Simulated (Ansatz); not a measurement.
# BGeH₂ (doublet): wave-function methods side by side at distance Ge1–B2 = 1.699 Å, cc-pVTZ

An exercise on one series of results from a longer session: the logs are not shown, and one member is left open.

Method: cc-pVTZ, core rule «outside noble gas», up to 15 orbitals frozen; program: Ansatz 0.2.0, Gaussian basis.

Plan: UHF; CCSD(T) on ROHF; CCSD(T) on UHF; BCCD(T) on ROHF; CISD; CCSDT(Q) on ROHF; CCSDT(Q) on UHF; CASSCF and NEVPT2, 3 electrons in 3 orbitals; CASSCF and NEVPT2, 9 electrons in 10 orbitals.

**The system**

The geometry derives from a PBE0/def2-TZVP stationary point (not a proven minimum). One bond is set to the value named and the two fragments are kept rigid. No spin-orbit coupling is included. The filled d shell of Ge may be among the frozen orbitals whatever the setting's name suggests; the logs give the count.

4 atoms, charge 0, spin multiplicity 2.

Atoms are counted from 1 here; the program's logs count them from 0.

Bond lengths: Ge1–B2 1.699 Å, Ge1–H3 1.520 Å, Ge1–H4 1.520 Å. Angles: B2–Ge1–H3 120.2°, B2–Ge1–H4 120.2°, H3–Ge1–H4 119.5°.

The first run:

File in.yaml:

```yaml
crystal:
  periodic: [false, false, false]
  atoms:
    - {symbol: Ge, position_ang: [0.000000, 0.000000, -0.196850]}
    - {symbol: B, position_ang: [0.000000, 0.000000, 1.502150]}
    - {symbol: H, position_ang: [0.000000, 1.313392, -0.962626]}
    - {symbol: H, position_ang: [0.000000, -1.313392, -0.962626]}
basis:
  gaussian: {orbitals: cc-pVTZ}
magnetization: {spin_polarized: true, initial_magnetization: 1}
hamiltonian: {xc: hf}
output: {orbitals: {seedname: orbitals}}
```

Run with:

```console
ansatz run in.yaml --threads 1 --pin off --events-out ev --progress --plain --max-ram 2816MiB --backend cpu
```

Steps of the session up to this table: UHF; CCSD(T) on ROHF; CCSD(T) on UHF; BCCD(T) on ROHF; CISD; CCSDT(Q) on ROHF; CCSDT(Q) on UHF; CASSCF and NEVPT2, 3 electrons in 3 orbitals; CASSCF and NEVPT2, 9 electrons in 10 orbitals.

One of the session's tables, all rows but one given; the rest of the session is left out.

It belongs to the step «Misses and costs». 

| method | from UCCSDT(Q) (meV) |
| --- | --- |
| ROHF | +5968.0 |
| UHF | +5780.7 |
| RMP2 | +1214.6 |
| UMP2 | +1336.9 |
| RCCSD | +312.1 |
| UCCSD | +315.2 |
| RCCSD(T) | +56.1 |
| UCCSD(T) | +65.2 |
| BCCD(T) | ? |
| RCCSDT | +15.9 |
| UCCSDT | +16.1 |
| RCCSDT(Q) | +1.4 |
| UCCSDT(Q) | 0 |
| CASSCF pair | +5380.1 |
| NEVPT2 pair | +1090.2 |
| CASSCF valence | +3584.8 |
| NEVPT2 valence | +888.2 |

Q: Estimate the row for BCCD(T) from the others.

As computed: from UCCSDT(Q) (meV): +55.5. In the column «from UCCSDT(Q) (meV)» it lies between UCCSDT (+16.1) and RCCSD(T) (+56.1).

Limits of these values: Restricted and unrestricted rows rest on different reference determinants; where their highest levels disagree by more than a few hundredths of an eV, they describe different states and don't form one ladder.
